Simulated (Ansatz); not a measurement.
# ClCrHO3: basis-set convergence

An exercise on one series of results from a longer session: the logs are not shown, and one member is left open.

Program: Ansatz 0.2.0, Gaussian basis. Level of theory: one geometry, several basis sets. These are calculated values, not measurements.

Levels to be run: PBE0-D4/def2-SVP; ωB97M-V/def2-SVP; PBE0-D4/def2-QZVPP; ωB97M-V/def2-QZVPP; the functionals' def2-TZVPP values are taken from earlier runs.

## Structure used throughout

All runs share one geometry, relaxed beforehand with PBE0-D4 in a triple-zeta def2 set.

SMILES `[O]=[Cr](=[O])([OH])[Cl]`, 6 atoms, charge 0, spin multiplicity 1.

Atoms are counted from 1 here; the program's logs count them from 0.

Bond lengths: O1–Cr2 1.539 Å, Cr2–O3 1.541 Å, Cr2–O4 1.731 Å, Cr2–Cl5 2.120 Å, O4–H6 0.965 Å. Angles: O1–Cr2–O3 110.1°, O1–Cr2–O4 108.9°, O1–Cr2–Cl5 109.3°, O3–Cr2–O4 110.4°, O3–Cr2–Cl5 108.3°, O4–Cr2–Cl5 109.8°, Cr2–O4–H6 115.8°.

Set-up of the first run:

The input, in.yaml:

```yaml
crystal:
  periodic: [false, false, false]
  atoms:
    - {symbol: O, position_ang: [0.142065, -1.797722, -0.396066]}
    - {symbol: Cr, position_ang: [0.263529, -0.291817, -0.100312]}
    - {symbol: O, position_ang: [1.218563, -0.059385, 1.087079]}
    - {symbol: O, position_ang: [-1.308396, 0.338584, 0.257638]}
    - {symbol: Cl, position_ang: [1.062275, 0.692070, -1.799584]}
    - {symbol: H, position_ang: [-1.335936, 1.054271, 0.905043]}
basis:
  gaussian: {orbitals: def2-SVP}
hamiltonian: {xc: pbe0, dispersion: d4}
output: {orbitals: {seedname: orbitals}}
```

The run is started by

```sh
> ansatz run in.yaml --threads 4 --pin off --events-out ev --progress --plain --max-ram 10444MiB
```

Steps of the session up to this table: PBE0-D4 in def2-SVP; ωB97M-V in def2-SVP; PBE0-D4 in def2-QZVPP; ωB97M-V in def2-QZVPP.

One of the session's tables, all rows but one given; the rest of the session is left out.

It belongs to the step «Density functionals: the series». 

| functional | basis | HOMO (eV) | LUMO (eV) |
| --- | --- | --- | --- |
| PBE0-D4 | def2-SVP | -9.42 | -4.46 |
| PBE0-D4 | def2-TZVPP | -9.52 | -4.39 |
| PBE0-D4 | def2-QZVPP | -9.52 | -4.38 |
| ωB97M-V | def2-SVP | -11.59 | -2.21 |
| ωB97M-V | def2-TZVPP | -11.76 | -2.18 |
| ωB97M-V | def2-QZVPP | ? | ? |

**Question.** Estimate the row for ωB97M-V, def2-QZVPP.

The run gave: HOMO (eV): -11.77; LUMO (eV): -2.17. In the column «HOMO (eV)» it is the lowest.
